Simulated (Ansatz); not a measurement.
# HfSi+ (sextet): the correlation ladder, def2-TZVPP

The task here is to estimate one member of a computed series from the others.

The runs use Ansatz 0.2.0, Gaussian basis; def2-TZVPP, core rule «outside noble gas», up to 9 orbitals frozen.

Plan: UHF; ROHF; CCSD(T) on UHF.

## The system

The geometry is a PBE0/def2-TZVP stationary point (not a proven minimum). No spin-orbit coupling is included. Elements past krypton take def2 core potentials.

2 atoms, charge 1, spin multiplicity 6.

Atoms are counted from 1 here; the program's logs count them from 0.

Bond lengths: Hf1–Si2 2.516 Å.

The first run:

in.yaml reads:

```yaml
crystal:
  periodic: [false, false, false]
  atoms:
    - {symbol: Hf, position_ang: [0.000000, 0.000000, 0.000000]}
    - {symbol: Si, position_ang: [0.000000, 0.000000, 2.515600]}
basis:
  gaussian: {orbitals: def2-TZVPP}
total_charge: 1
magnetization: {spin_polarized: true, initial_magnetization: 5}
hamiltonian: {xc: hf}
output: {orbitals: {seedname: orbitals}}
```

Command:

```bash
ansatz run in.yaml --threads 1 --pin off --events-out ev --progress --plain --max-ram 4096MiB --backend cpu
```

Among the steps run: UHF; ROHF; CCSD(T) on UHF.

One table of the session follows, with a row left open; its other results are not shown here.

It belongs to the step «Misses and costs». 

```
  method  from UCCSD(T) (meV)
    ROHF              +3605.3
     UHF              +3485.2
    UMP2                    ?
   UCCSD               +203.8
UCCSD(T)                    0
```

Estimate the missing values for UMP2.

**Answer.** from UCCSD(T) (meV): +731.7. In the column «from UCCSD(T) (meV)» it lies between UCCSD (+203.8) and UHF (+3485.2).
